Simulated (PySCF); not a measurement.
**ZrBr+: from the state search to spectroscopic constants**

One table from this session's results is given with a row withheld; the runs are named, their logs left out.

The runs use PySCF 2.14.0; Zr def2-TZVPPD with ECP28, Br def2-TZVPPD, scalar-relativistic core potentials.

The first run:

Settings of the job:

| Item | Value |
| --- | --- |
| atoms | Zr, Br |
| charge | 1 |
| basis | Zr def2-TZVPPD with ECP28, Br def2-TZVPPD |
| Hamiltonian | scalar-relativistic core potentials |
| basis functions | 113 |
| electrons treated | 46 |
| masses in u | 89.9047, 78.9183 |
| levels | PBE0, PBE, r²SCAN, BLYP, B2PLYP, r²SCANh, M06-L, r²SCAN0, ωB97M-V, HF, MP2, SCS-MP2 |
| grid | 80 radial by 434 angular points |
| occupations | held fixed by the projection of orbital angular momentum |
| dissociation limit | Zr+ + Br, each in its ground configuration |
| starting distance in angstrom | 2.620 |
| values of 2S to try | 0, 2, 4, 6 |

On the command line:

```bash
OMP_NUM_THREADS=2 python dia.py task.json out
```

Steps of the session up to this table: The job; The PBE0 curve of the state that the search chose; Excited determinants; PBE; r²SCAN (meta-GGA); BLYP; B2PLYP (double hybrid); r²SCANh; M06-L (meta-GGA); r²SCAN0 (hybrid meta-GGA); ωB97M-V (range-separated hybrid); UHF (mean field).

One table of the session follows, with a row left open; its other results are not shown here.

It belongs to the step «The curves together». Energy (eV) from each level's lowest point:

| R (Å) | UHF | UHF-MP2 | UHF-SCS-MP2 | PBE | BLYP |
| --- | --- | --- | --- | --- | --- |
| 2.051 | 2.020 | 1.432 | 1.555 | 1.486 | 1.658 |
| 2.147 | 1.010 | 0.600 | 0.685 | 0.654 | 0.768 |
| 2.242 | 0.410 | 0.162 | 0.212 | 0.203 | 0.266 |
| 2.313 | 0.158 | 0.021 | 0.046 | 0.045 | 0.075 |
| 2.385 | 0.031 | 0.000 | 0.000 | 0.000 | 0.000 |
| 2.457 | ? | ? | ? | ? | ? |
| 2.552 | 0.067 | 0.259 | 0.207 | 0.190 | 0.130 |
| 2.671 | 0.268 | 0.600 | 0.515 | 0.475 | 0.381 |
| 2.814 | 0.612 | 1.084 | 0.967 | 0.895 | 0.767 |
| 3.005 | 1.153 | 1.768 | 1.619 | 1.496 | 1.332 |

Q: Estimate the row for R (Å) = 2.457 from the others.

Worked estimate for «UHF». A straight line through the neighbours (2.385, 0.031) and (2.552, 0.067) gives 0.031 + (0.067 − 0.031) × (2.457 − 2.385) / (2.552 − 2.385) = 0.047; a parabola fitted to 4 rows on both sides gives 0.008.

**Answer.** UHF: 0.000; UHF-MP2: 0.068; UHF-SCS-MP2: 0.045; PBE: 0.041; BLYP: 0.014. In «UHF» the line misses by +0.047 and the parabola by +0.008.
